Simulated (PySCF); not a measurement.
# F6SiZn: the cost of one run

Computed with PySCF 2.14.0; each step states its level. No surroundings beyond the atoms listed, unless a continuum is named. Atoms count from 0, parts from 1.

### 1 The system as given

8 atoms, charge 0, multiplicity 1; geometry: GFN2-xTB. Parts: 1 = atom 0, `[Zn+2]`, charge 2; 2 = atoms 1–7, `F[Si-2](F)(F)(F)(F)F`, charge -2.

### 2 Relaxing the molecule at PBE0-D3(BJ)/def2-SVP

The job: settings as JSON, then the geometry in Å.

```
{"job": {"xc": "PBE0", "basis": "def2-SVP", "d3": "d3bj", "grid": 2, "kind": "geom", "shake": 0.01}, "charge": 0, "multiplicity": 1, "parts": [{"atoms": "0-0", "charge": 2, "multiplicity": 1}, {"atoms": "1-7", "charge": -2, "multiplicity": 1}]}
Zn     0.304528    -0.053113     0.047254
F      0.210720    -1.648112    -0.429521
Si     3.765029    -0.619961    -0.502547
F      0.889443     0.325628     1.584478
F      4.756159     0.516433    -0.071060
F      2.372279     0.091238    -0.736866
F      4.202949    -1.210935    -1.879821
F      3.700169    -1.717364     0.591736
```

Run with:

```bash
OMP_NUM_THREADS=1 python cluster_run.py task.json out
```

One launch serves the whole session: the jobs run in the order shown.

**Question.** How long does this job take on 1 thread of Arm Neoverse N1, shared host, and how much memory does it need?

About 13 min, with a peak of 0.61 GiB.
